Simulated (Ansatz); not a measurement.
The system is LiY3.

```xyz
4
Lattice="-2.3672 2.3672 5.3266 2.3672 -2.3672 5.3266 2.3672 2.3672 -5.3266" Properties=species:S:1:pos:R:3 pbc="T T T"
Y     0.0000    0.0000    5.3266
Y     2.3672    0.0000    2.6633
Y     0.0000    2.3672    2.6633
Li    0.0000    0.0000    0.0000
```

The cell comes from a database or a generator and needn't be the stable form of this composition.

* Program: Ansatz 0.2.0
* Task: relaxation of cell and atoms
* Functional: BLYP
* Potentials or basis: Ansatz PAW
* Cutoff: 420 eV (not typed: the program's choice for these potentials)
* k mesh: 6 × 6 × 6
* Occupations: fermi-dirac, width 0.05 eV
* Spin: no spin polarisation

At the start: volume 29.85 Å³/atom.

Problem. How do energy, volume and symmetry change on relaxing?

Solution. It ends after 6 steps and the volume is 30.64 Å³/atom (+2.7 %); space group I4/mmm (No. 139, to 0.05 Å).

Step by step:
```tsv
step	energy change (eV)	largest force (eV/Å)	volume (Å³)
1	0.0000	0.0000	119.39
2	-0.0112	0.0000	122.96
3	-0.0128	0.0000	122.91
4	-0.0153	0.0000	122.52
5	-0.0153	0.0000	122.56
6	-0.0154	0.0000	122.56
```

Final structure:
```cif
data_structure
_symmetry_space_group_name_H-M 'P 1'
_symmetry_Int_Tables_number 1
_cell_length_a 6.2227
_cell_length_b 6.2227
_cell_length_c 6.2227
_cell_angle_alpha 134.021
_cell_angle_beta 134.021
_cell_angle_gamma 67.056
_cell_volume 122.56
loop_
_atom_site_label
_atom_site_type_symbol
_atom_site_fract_x
_atom_site_fract_y
_atom_site_fract_z
_atom_site_occupancy
Y1 Y 0.50000 0.50000 0.00000 1
Y2 Y 0.25000 0.75000 0.50000 1
Y3 Y 0.75000 0.25000 0.50000 1
Li1 Li 0.00000 0.00000 0.00000 1
```

Caveat: the plane-wave basis is chosen anew once the cell has moved, so the energies of steps on either side of that aren't comparable; the PAW data sets come from PBE, with cores solved anew for the run's functional, which leaves a small shift of forces and pressure.
